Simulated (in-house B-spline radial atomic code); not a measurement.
**Cu¹⁶⁺: a test of the first knot**

Aim: see how the result and the number of iterations for Cu¹⁶⁺ depend on the first knot.

Method: Dirac-Hartree-Fock, average of configuration, Fermi nucleus, basis-set limit. Code: in-house B-spline radial atomic code version 1.

## Step 1: Starting point

```
element       : copper (Z = 29)
charge        : +16
electrons     : 13
configuration : [Ne] 3s2 3p1
Hamiltonian   : Dirac-Coulomb
nucleus       : Fermi, rms radius 3.882 fm
```

Outer shells as boxes (Hund's rule):

[Ne] 3s2 3p1
```
[Ne] core
3s [↑↓]
3p [↑ ][  ][  ]
```

The boxes only draw the lowest term's filling; these runs average over all states of the configuration.

A run counts as converged when the orbital gradient is under the tolerance times 29 hartree (or under the basis's noise floor) and the energy moved by less than 1e-8 hartree times the root of its size. Energy differences under 5e-06 hartree are noise.

Input settings:

```ini
Z = 29
electrons = 13.0
configuration = [Ne] 3s2 3p1
hamiltonian = dirac
method = hf
spin_polarised = False
nucleus = fermi
rms_radius = 3.8823
mass_number = 63
atomic_mass = 62.929597119
speed_of_light = 137.035999084
knot_spacing = 0.22
spline_order = 8
gauss_points = 12
box_radius = 3.59
max_iterations = 70
damping = 0.5
damped_steps = 3
diis_vectors = 10
tolerance = 1e-08
start = Thomas-Fermi
```

This reference run was done before. Its total energy is -1525.267718 hartree, and its levels are (the highest eight at most):

```csv
orbital,occupation,energy (eV),<r> (bohr)
1s1/2,2,-9639.11,0.05208
2s1/2,2,-1700.01,0.2307
2p1/2,2,-1556.34,0.2012
2p3/2,4,-1535.13,0.2043
3s1/2,2,-592.65,0.5984
3p1/2,0.333333,-555.70,0.5860
3p3/2,0.666667,-551.41,0.5908
```

## Step 2: First knot 3.45e-06

Input settings:

```ini
Z = 29
electrons = 13.0
configuration = [Ne] 3s2 3p1
hamiltonian = dirac
method = hf
spin_polarised = False
nucleus = fermi
rms_radius = 3.8823
mass_number = 63
atomic_mass = 62.929597119
speed_of_light = 137.035999084
knot_spacing = 0.22
spline_order = 8
gauss_points = 12
box_radius = 3.59
first_knot = 3.45e-06
max_iterations = 70
damping = 0.5
damped_steps = 3
diis_vectors = 10
tolerance = 1e-08
start = Thomas-Fermi
```

Run with:

```bash
$ python run_scf.py task.json out
```

One command runs all members of the session, one after another, from task.json.

## Step 3: First knot 3.45e-05

Settings: those of step 2 with these lines changed.

```diff
@@ -15,3 +15,3 @@
 box_radius = 3.59
-first_knot = 3.45e-06
+first_knot = 3.45e-05
 max_iterations = 70
```

## Step 4: First knot 0.000345

Settings: those of step 3 with these lines changed.

```diff
@@ -15,3 +15,3 @@
 box_radius = 3.59
-first_knot = 3.45e-05
+first_knot = 0.000345
 max_iterations = 70
```

## Step 5: First knot 0.00345

Settings: those of step 4 with these lines changed.

```diff
@@ -15,3 +15,3 @@
 box_radius = 3.59
-first_knot = 0.000345
+first_knot = 0.00345
 max_iterations = 70
```

## Step 6: First knot 0.0103

Settings: those of step 5 with these lines changed.

```diff
@@ -15,3 +15,3 @@
 box_radius = 3.59
-first_knot = 0.00345
+first_knot = 0.0103
 max_iterations = 70
```

## Step 7: First knot 0.0345

Settings: those of step 6 with these lines changed.

```diff
@@ -15,3 +15,3 @@
 box_radius = 3.59
-first_knot = 0.0103
+first_knot = 0.0345
 max_iterations = 70
```

## Step 8: First knot 0.103

Settings: those of step 7 with these lines changed.

```diff
@@ -15,3 +15,3 @@
 box_radius = 3.59
-first_knot = 0.0345
+first_knot = 0.103
 max_iterations = 70
```

Before running: Which of these runs converge to the reference energy, which miss it and by about how much, and which fail?

As calculated:

| run | outcome | iterations | energy less the reference (hartree) |
| --- | --- | --- | --- |
| reference | converged | 8 | 0 |
| first knot 3.45e-06 | converged | 7 | below noise |
| first knot 3.45e-05 | converged | 8 | below noise |
| first knot 0.000345 | converged | 8 | -0.000157 |
| first knot 0.00345 | converged | 8 | -0.00471 |
| first knot 0.0103 | converged | 8 | +0.0139 |
| first knot 0.0345 | converged | 8 | +0.271 |
| first knot 0.103 | converged | 8 | +3.96 |

Of 7 changed inputs, 2 gave the reference energy within 1e-05 hartree and 5 converged to another value. The worst converged miss is +3.96 hartree (first knot 0.103): the first knot lies too far out to describe the region near the nucleus.
